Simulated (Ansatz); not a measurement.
**SeO2 (selenium dioxide): B3LYP/def2-TZVPP**

Aim: the electronic atomisation energy of SeO2 (selenium dioxide) at B3LYP/def2-TZVPP, from 3 runs. 

The results are computed with Ansatz 0.2.0.

22 further runs of the same task are left out: 22 set aside as unsound or not needed.

## (1) The structure to begin with

The species is SeO2 (3 atoms), meant as a singlet with charge 0. As SMILES, `O=[Se]=O`. The coordinates come from a PBE0-D4/def2-TZVP relaxation.

Bond lengths: O1–Se2 1.599 Å, Se2–O3 1.599 Å. Angles: O1–Se2–O3 113.8°.

## (2) The energy at B3LYP/def2-TZVPP

in.yaml

```yaml
crystal:
  periodic: [false, false, false]
  atoms:
    - {symbol: O, position_ang: [0.450000, -1.291360, 0.094840]}
    - {symbol: Se, position_ang: [-0.515880, -0.067700, -0.261270]}
    - {symbol: O, position_ang: [0.065880, 1.359070, 0.166440]}
basis:
  gaussian:
    orbitals: def2-TZVPP
hamiltonian:
  xc: {name: B3LYP}
accuracy: high
output: {orbitals: {seedname: orbitals}}
```

The run is started by

```
$ ansatz run in.yaml --threads 1 --pin off --max-ram 3480MiB --events-out events.jsonl --progress --plain --runs-dir runs
```

Log:

```text
Warning: RAYON_NUM_THREADS=1 ignored (pool sized by the plan → 1); use --threads N
Functional definition: B3LYP
  name "B3LYP"
  parameter a0 = 0.2
  parameter ax = 0.72
  parameter ac = 0.81
  exchange = (1 - a0 - ax)*slater_x + ax*b88_x + a0*exact_x
  correlation = (1 - ac)*vwn_rpa_c + ac*lyp_c
1653 factors; integrals over basis functions are off by at most 4.3e-9 eV
mean field evaluation 1: about -69431.2775 eV, gradient 8.7e1 eV
mean field evaluation 2: about -69369.1896 eV, gradient 1.9e2 eV
mean field evaluation 4: about -69444.2870 eV, gradient 4.6e0 eV
mean field evaluation 8: about -69444.4271 eV, gradient 3.7e-1 eV
mean field evaluation 16: about -69444.4273 eV, gradient 1.4e-5 eV
mean field -69444.42731823 eV, -2552.0356328215 hartree, gradient 3.7e-8 eV, S^2 0.000000; 0 other end points of the search recorded, 0 dependent functions left out
reference -69444.42734674 eV, -2552.0356338691 hartree; 25, 25 occupied and 85, 85 virtual orbitals, 1653 factors
Total energy: -69444.42734674 eV, -2552.0356338691 hartree
```

It took 6.9 s on 1 thread of Arm Neoverse V1, shared host; peak memory 0.3 GiB.

## (3) The O atom

molecule.yaml

```yaml
crystal:
  periodic: [false, false, false]
  atoms:
    - {symbol: O, position_ang: [0.000000, 0.000000, 0.000000]}
basis:
  gaussian:
    orbitals: def2-TZVPP
magnetization:
  spin_polarized: true
  initial_magnetization: 2
hamiltonian:
  xc: {name: B3LYP}
accuracy: high
```

The run is started by

```
$ ansatz run molecule.yaml --threads 1 --pin off --max-ram 3480MiB --events-out events.jsonl --progress --plain --runs-dir runs
```

Log, cut to the lines that bear on the results:

```text
Warning: RAYON_NUM_THREADS=1 ignored (pool sized by the plan → 1); use --threads N
[... 7 set-up lines as earlier in the session ...]
306 factors; integrals over basis functions are off by at most 3.5e-9 eV
mean field evaluation 1: about -2043.2950 eV, gradient 8.2e0 eV
mean field evaluation 2: about -2043.3876 eV, gradient 5.2e0 eV
mean field evaluation 4: about -2043.4735 eV, gradient 4.3e-2 eV
mean field evaluation 8: about -2043.4737 eV, gradient 4.9e-4 eV
mean field evaluation 16: about -2043.4737 eV, gradient 8.6e-9 eV
mean field -2043.47373563 eV, -75.0962746682 hartree, gradient 8.6e-9 eV, S^2 2.003434; 0 other end points of the search recorded, 0 dependent functions left out
reference -2043.47375431 eV, -75.0962753545 hartree; 5, 3 occupied and 26, 28 virtual orbitals, 306 factors
Total energy: -2043.47375431 eV, -75.0962753545 hartree
```

Run time: 0.5 s. Hardware: 1 thread of Arm Neoverse V1, shared host.

## (4) The Se atom

in.yaml

```yaml
crystal:
  periodic: [false, false, false]
  atoms:
    - {symbol: Se, position_ang: [0.000000, 0.000000, 0.000000]}
basis:
  gaussian:
    orbitals: def2-TZVPP
magnetization:
  spin_polarized: true
  initial_magnetization: 2
accuracy: high
hamiltonian:
  xc: {name: B3LYP}
```

Run the same way, it converges to -2401.52565 Eh (log not shown).

## (5) What came out

Level: B3LYP/def2-TZVPP.

```
                     quantity           value
       molecule: total energy  -2552.03563 Eh
        molecule: HOMO energy        -8.90 eV
        molecule: LUMO energy        -4.29 eV
      molecule: HOMO–LUMO gap         4.62 eV
         O atom: total energy    -75.09628 Eh
                 O atom: ⟨S²⟩           2.003
        Se atom: total energy  -2401.52565 Eh
                Se atom: ⟨S²⟩           2.003
electronic atomisation energy        8.638 eV
```

What this shows: Taking the molecule apart into free atoms costs 8.64 eV (199 kcal/mol), before zero-point energy and without spin-orbit coupling.
